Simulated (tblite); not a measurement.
# CH3LiO2S: the cost of one run

Programs: tblite 0.8.0 and PySCF 2.14.0. All values are calculated, for the isolated system unless a continuum is named. Atoms count from 0, parts from 1.

## Step 1: The system as given

8 atoms, charge 0, multiplicity 1; geometry: rigid parts in contact. Parts: 1 = atoms 0–2, `O=S=O`, charge 0; 2 = atoms 3–7, `[Li][CH3]`, charge 0.

## Step 2: Bringing the parts together with GFN2-xTB

Job settings and geometry (Å):

```
{"job": {"kind": "dock", "xc": "GFN2-xTB", "basis": "xTB"}, "charge": 0, "multiplicity": 1, "parts": [{"atoms": "0-2", "charge": 0, "multiplicity": 1}, {"atoms": "3-7", "charge": 0, "multiplicity": 1}]}
O     -1.234469    -0.096592    -0.124500
S      0.038890     0.287644     0.412130
O      1.195578    -0.191052    -0.287630
C      1.116864     1.939805    -2.146858
Li    -0.760404     1.723358    -1.832290
H      1.589856     1.061747    -2.597801
H      1.696153     2.146365    -1.241431
H      1.341808     2.767308    -2.827443
```

Level: GFN2-xTB search for minima from random contacts, gas phase.

Command:

```console
> OMP_NUM_THREADS=1 python cluster_run.py task.json out
```

One launch serves the whole session: the jobs run in the order shown.

**Question.** How long does this first job take on 1 thread of Arm Neoverse N1, shared host?

About 4.9 s.
